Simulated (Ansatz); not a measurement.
HfB:

```xyz
2
Lattice="0.0000 2.3100 2.3100 2.3100 0.0000 2.3100 2.3100 2.3100 0.0000" Properties=species:S:1:pos:R:3 pbc="T T T"
Hf    2.3100    2.3100    2.3100
B     0.0000    0.0000    0.0000
```

Base run:

- Program: Ansatz 0.2.0
- Functional: LDA
- Potentials or basis: all-electron LAPW, scalar-relativistic
- Cutoff: 283 eV
- Density cutoff: 1134 eV
- Basis error allowed: 0.001 eV/atom
- k mesh: 10 × 10 × 10
- Occupations: fermi-dirac, width 0.05 eV
- Spin: no spin polarisation

Its results: pressure 18.0 GPa.

The run is repeated on the same cell with these changes: functional from LDA to PBEsol. What comes out?

Pressure 23.3 GPa.

PBEsol binds less tightly than LDA, so the same cell stands under more pressure.

Not every run made on this cell is shown here.
